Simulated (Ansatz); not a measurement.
# BFH₂S₂: one species, many methods

One table from this session's results is given with a row withheld; the runs are named, their logs left out.

Method: functionals in def2-TZVPP, the program's frozen cores in correlated methods; program: Ansatz 0.2.0, Gaussian basis.

Levels to be run: LDA (SPW92), PBE-D4, revPBE-D4, BLYP-D4, r2SCAN-D4, B97M-V, PBE0-D4, B3LYP-D4, r2SCANh-D4, r2SCAN0-D4, HSE06-D4, BHLYP-D4, CAM-B3LYP-D4, LC-ωPBE, ωB97X-V, ωB97M-V, B2PLYP, PBE-QIDH; CCSD(T)/def2-SVP; CCSD(T)/def2-TZVPP; MP2/def2-QZVPP; extrapolation to the limit; RPA on PBE.

**The relaxed structure**

The geometry comes from an earlier relaxation with PBE0-D4 in a triple-zeta def2 set; it is a stationary point.

SMILES `FB(S)S`, 6 atoms, charge 0, spin multiplicity 1.

Atoms are counted from 1 here; the program's logs count them from 0.

Bond lengths: F1–B2 1.328 Å, B2–S3 1.805 Å, B2–S4 1.805 Å, S3–H5 1.343 Å, S4–H6 1.343 Å. Angles: F1–B2–S3 120.5°, F1–B2–S4 120.5°, S3–B2–S4 119.0°, B2–S3–H5 94.6°, B2–S4–H6 94.6°.

Set-up of the first run:

in.yaml

```yaml
crystal:
  periodic: [false, false, false]
  atoms:
    - {symbol: F, position_ang: [-0.456936, -0.765930, 1.012903]}
    - {symbol: B, position_ang: [-0.001037, -0.023782, 0.010054]}
    - {symbol: S, position_ang: [1.755211, -0.026789, -0.408141]}
    - {symbol: S, position_ang: [-1.127920, 1.003746, -0.956188]}
    - {symbol: H, position_ang: [2.093911, -0.896803, 0.557787]}
    - {symbol: H, position_ang: [-2.221130, 0.645459, -0.262514]}
basis:
  gaussian: {orbitals: def2-TZVPP}
hamiltonian: {xc: lda}
output: {orbitals: {seedname: orbitals}}
```

Steps of the session up to this table: LDA; PBE-D4 (GGA); revPBE-D4 (GGA); BLYP-D4 (GGA); r2SCAN-D4 (meta-GGA); B97M-V (meta-GGA); PBE0-D4 (hybrid); B3LYP-D4 (hybrid); r2SCANh-D4 (hybrid); r2SCAN0-D4 (hybrid); HSE06-D4 (hybrid); BHLYP-D4 (hybrid); CAM-B3LYP-D4 (range-separated); LC-ωPBE-D4 (range-separated; the results give it without D4); ωB97X-V (range-separated); ωB97M-V (range-separated); B2PLYP (double hybrid); PBE-QIDH (double hybrid).

One of the session's tables, all rows but one given; the rest of the session is left out.

It belongs to the step «Orbital energies across the functionals». 

| functional | HOMO (eV) | gap (eV) |
| --- | --- | --- |
| LDA (SPW92) | -6.62 | 5.09 |
| PBE-D4 | -6.49 | 5.21 |
| revPBE-D4 | -6.44 | 5.26 |
| BLYP-D4 | ? | ? |
| r2SCAN-D4 | -6.78 | 5.80 |
| B97M-V | -6.85 | 6.00 |
| PBE0-D4 | -7.69 | 7.35 |
| B3LYP-D4 | -7.43 | 6.91 |
| r2SCANh-D4 | -7.22 | 6.57 |
| r2SCAN0-D4 | -7.88 | 7.72 |
| HSE06-D4 | -7.29 | 6.57 |
| BHLYP-D4 | -8.73 | 9.49 |
| CAM-B3LYP-D4 | -8.97 | 9.78 |
| LC-ωPBE | -10.38 | 12.30 |
| ωB97X-V | -10.00 | 11.89 |
| ωB97M-V | -9.81 | 11.56 |

Q: Estimate the row for BLYP-D4 from the others.

Worked estimate for «HOMO (eV)». Against the share of exact exchange, B3LYP-D4 (0.2, -7.43), BHLYP-D4 (0.5, -8.73) give a slope of -4.33 per unit share; at 0 the line stands at -6.56.

As computed: HOMO (eV): -6.31; gap (eV): 5.21. In «HOMO (eV)» the line misses by -0.25.
